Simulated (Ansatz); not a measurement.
**C₂H₈ClInS: one species, many methods**

An exercise on one series of results from a longer session: the logs are not shown, and one member is left open.

Method: functionals in def2-TZVPP, the program's frozen cores in correlated methods; program: Ansatz 0.2.0, Gaussian basis.

Levels to be run: LDA (SPW92), PBE-D4, revPBE-D4, BLYP-D4, r2SCAN-D4, B97M-V, PBE0-D4, B3LYP-D4, r2SCANh-D4, r2SCAN0-D4, HSE06-D4, BHLYP-D4, CAM-B3LYP-D4, LC-ωPBE, ωB97X-V, ωB97M-V, B2PLYP, PBE-QIDH; CCSD(T)/def2-SVP; MP2/def2-TZVPP; MP2/def2-QZVPP; RPA on PBE.

**The geometry**

An earlier PBE0-D4 in a triple-zeta def2 set relaxation fixed the geometry. In takes the def2 core potential; no spin-orbit term is included.

SMILES `[CH3][In-]([CH3])([SH2+])[Cl]`, 13 atoms, charge 0, spin multiplicity 1.

Atoms are counted from 1 here; the program's logs count them from 0.

Bond lengths: C1–In2 2.140 Å, C1–H6 1.091 Å, C1–H7 1.090 Å, C1–H8 1.091 Å, In2–C3 2.142 Å, In2–S4 2.890 Å, In2–Cl5 2.414 Å, C3–H9 1.091 Å, C3–H10 1.090 Å, C3–H11 1.091 Å, S4–H12 1.343 Å, S4–H13 1.348 Å. Angles: In2–C1–H6 111.1°, In2–C1–H7 109.0°, In2–C1–H8 109.8°, H6–C1–H7 109.6°, H6–C1–H8 108.7°, H7–C1–H8 108.6°, C1–In2–C3 138.3°, C1–In2–S4 98.2°, C1–In2–Cl5 109.6°, C3–In2–S4 98.2°, C3–In2–Cl5 109.7°, S4–In2–Cl5 85.7°, In2–C3–H9 110.0°, In2–C3–H10 109.1°, In2–C3–H11 111.1°, H9–C3–H10 108.5°, H9–C3–H11 108.5°, H10–C3–H11 109.7° and more.

Coordinates:

```xyz
13
charge 0, multiplicity 1
C    -1.7203    0.8325   -1.2354
In    0.1399    0.1092   -0.4634
C     1.1708   -1.7579   -0.2640
S    -0.3570    0.6066    2.3393
Cl    1.7200    1.9288   -0.3188
H    -2.5518    0.2101   -0.9030
H    -1.8724    1.8568   -0.8952
H    -1.6940    0.8290   -2.3262
H     1.4792   -2.1197   -1.2461
H     2.0626   -1.6092    0.3450
H     0.5325   -2.5122    0.1982
H     0.7189   -0.1024    2.7194
H     0.3918    1.6936    2.0651
```

The first run:

in.yaml reads:

```yaml
crystal:
  periodic: [false, false, false]
  atoms:
    - {symbol: C, position_ang: [-1.720253, 0.832523, -1.235408]}
    - {symbol: In, position_ang: [0.139869, 0.109191, -0.463401]}
    - {symbol: C, position_ang: [1.170796, -1.757906, -0.264017]}
    - {symbol: S, position_ang: [-0.357046, 0.606607, 2.339260]}
    - {symbol: Cl, position_ang: [1.720027, 1.928763, -0.318766]}
    - {symbol: H, position_ang: [-2.551768, 0.210085, -0.903048]}
    - {symbol: H, position_ang: [-1.872380, 1.856844, -0.895180]}
    - {symbol: H, position_ang: [-1.693968, 0.829047, -2.326211]}
    - {symbol: H, position_ang: [1.479170, -2.119663, -1.246149]}
    - {symbol: H, position_ang: [2.062638, -1.609162, 0.345020]}
    - {symbol: H, position_ang: [0.532541, -2.512203, 0.198176]}
    - {symbol: H, position_ang: [0.718911, -0.102421, 2.719398]}
    - {symbol: H, position_ang: [0.391763, 1.693595, 2.065125]}
basis:
  gaussian: {orbitals: def2-TZVPP}
hamiltonian: {xc: lda}
output: {orbitals: {seedname: orbitals}}
```

Launch:

```
$ ansatz run in.yaml --threads 4 --pin off --events-out ev --progress --plain --max-ram 11315MiB
```

Steps of the session up to this table: LDA; PBE-D4 (GGA); revPBE-D4 (GGA); BLYP-D4 (GGA); r2SCAN-D4 (meta-GGA); B97M-V (meta-GGA); B3LYP-D4 (hybrid); r2SCANh-D4 (hybrid); r2SCAN0-D4 (hybrid); HSE06-D4 (hybrid); BHLYP-D4 (hybrid); CAM-B3LYP-D4 (range-separated); LC-ωPBE (range-separated); ωB97X-V (range-separated); ωB97M-V (range-separated); B2PLYP (double hybrid); PBE-QIDH (double hybrid).

One of the session's tables, all rows but one given; the rest of the session is left out.

It belongs to the step «Orbital energies across the functionals». 

```
  functional  HOMO (eV)  gap (eV)
 LDA (SPW92)      -6.28      4.82
      PBE-D4      -6.11      4.78
   revPBE-D4          ?         ?
     BLYP-D4      -5.95      4.69
   r2SCAN-D4      -6.38      5.33
      B97M-V      -6.43      5.28
     PBE0-D4      -7.33      6.96
    B3LYP-D4      -7.09      6.44
  r2SCANh-D4      -6.83      6.13
  r2SCAN0-D4      -7.51      7.33
    HSE06-D4      -6.93      6.19
    BHLYP-D4      -8.40      8.87
CAM-B3LYP-D4      -8.64      9.25
     LC-ωPBE     -10.01     11.69
     ωB97X-V      -9.63     11.17
     ωB97M-V      -9.50     10.60
```

Estimate the missing values for revPBE-D4.

The run gave: HOMO (eV): -6.05; gap (eV): 4.78. In the column «HOMO (eV)» it lies between PBE-D4 (-6.11) and BLYP-D4 (-5.95).
